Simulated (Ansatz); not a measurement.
# C6H10O4: small, medium and large basis sets

The task here is to estimate one member of a computed series from the others.

Program: Ansatz 0.2.0, Gaussian basis. Level of theory: one geometry, several basis sets. These are calculated values, not measurements.

Plan: PBE0-D4/def2-SVP; ωB97M-V/def2-SVP; PBE0-D4/def2-QZVPP; ωB97M-V/def2-QZVPP; the functionals' def2-TZVPP values are taken from earlier runs.

## Structure used throughout

The geometry comes from an earlier relaxation with PBE0-D4 in a triple-zeta def2 set; it is a stationary point, not always the lowest conformer.

SMILES `CCOC(=O)C(=O)OCC`, 20 atoms, charge 0, spin multiplicity 1.

Atoms are counted from 1 here; the program's logs count them from 0.

Bond lengths: C1–C2 1.508 Å, C1–H11 1.091 Å, C1–H12 1.092 Å, C1–H13 1.091 Å, C2–O3 1.438 Å, C2–H14 1.091 Å, C2–H15 1.090 Å, O3–C4 1.323 Å, C4–O5 1.198 Å, C4–C6 1.532 Å, C6–O7 1.198 Å, C6–O8 1.323 Å, O8–C9 1.438 Å, C9–C10 1.508 Å, C9–H16 1.090 Å, C9–H17 1.091 Å, C10–H18 1.091 Å, C10–H19 1.092 Å and more. Angles: C2–C1–H11 110.8°, C2–C1–H12 109.5°, C2–C1–H13 110.9°, H11–C1–H12 108.4°, H11–C1–H13 109.0°, H12–C1–H13 108.2°, C1–C2–O3 111.1°, C1–C2–H14 111.4°, C1–C2–H15 111.6°, O3–C2–H14 108.8°, O3–C2–H15 104.3°, H14–C2–H15 109.4°, C2–O3–C4 116.2°, O3–C4–O5 126.5°, O3–C4–C6 110.1°, O5–C4–C6 123.3°, C4–C6–O7 123.3°, C4–C6–O8 110.1° and more.

The first run:

File in.yaml:

```yaml
crystal:
  periodic: [false, false, false]
  atoms:
    - {symbol: C, position_ang: [-1.753235, -0.869754, 3.084469]}
    - {symbol: C, position_ang: [-1.573181, 0.528983, 2.550176]}
    - {symbol: O, position_ang: [-0.441081, 0.602991, 1.666713]}
    - {symbol: C, position_ang: [-0.659264, 0.261002, 0.407890]}
    - {symbol: O, position_ang: [-1.704656, -0.080030, -0.067625]}
    - {symbol: C, position_ang: [0.648892, 0.314176, -0.386723]}
    - {symbol: O, position_ang: [1.706675, -0.022534, 0.063819]}
    - {symbol: O, position_ang: [0.416624, 0.739184, -1.617418]}
    - {symbol: C, position_ang: [1.549406, 0.771387, -2.502496]}
    - {symbol: C, position_ang: [1.779609, -0.576986, -3.137526]}
    - {symbol: H, position_ang: [-0.846447, -1.212552, 3.585743]}
    - {symbol: H, position_ang: [-2.572101, -0.882235, 3.807431]}
    - {symbol: H, position_ang: [-1.998676, -1.564357, 2.280256]}
    - {symbol: H, position_ang: [-2.460698, 0.867606, 2.012907]}
    - {symbol: H, position_ang: [-1.339494, 1.236141, 3.345748]}
    - {symbol: H, position_ang: [1.288957, 1.525884, -3.244465]}
    - {symbol: H, position_ang: [2.424744, 1.101925, -1.940770]}
    - {symbol: H, position_ang: [0.885205, -0.915036, -3.663655]}
    - {symbol: H, position_ang: [2.597334, -0.506626, -3.858459]}
    - {symbol: H, position_ang: [2.051394, -1.319169, -2.386013]}
basis:
  gaussian: {orbitals: def2-SVP}
hamiltonian: {xc: pbe0, dispersion: d4}
output: {orbitals: {seedname: orbitals}}
```

The run is started by

```
> ansatz run in.yaml --threads 4 --pin off --events-out ev --progress --plain --max-ram 66560MiB --backend cpu
```

Among the steps run: PBE0-D4 in def2-SVP; ωB97M-V in def2-SVP; PBE0-D4 in def2-QZVPP; ωB97M-V in def2-QZVPP.

One table of the session follows, with a row left open; its other results are not shown here.

It belongs to the step «Density functionals: the series». 

```
functional       basis  HOMO (eV)
   PBE0-D4    def2-SVP      -7.67
   PBE0-D4  def2-TZVPP      -7.82
   PBE0-D4  def2-QZVPP      -7.85
   ωB97M-V    def2-SVP     -10.06
   ωB97M-V  def2-TZVPP          ?
   ωB97M-V  def2-QZVPP     -10.27
```

Estimate the missing values for ωB97M-V, def2-TZVPP.

The run gave: HOMO (eV): -10.24. In the column «HOMO (eV)» it lies between ωB97M-V, def2-QZVPP (-10.27) and ωB97M-V, def2-SVP (-10.06).
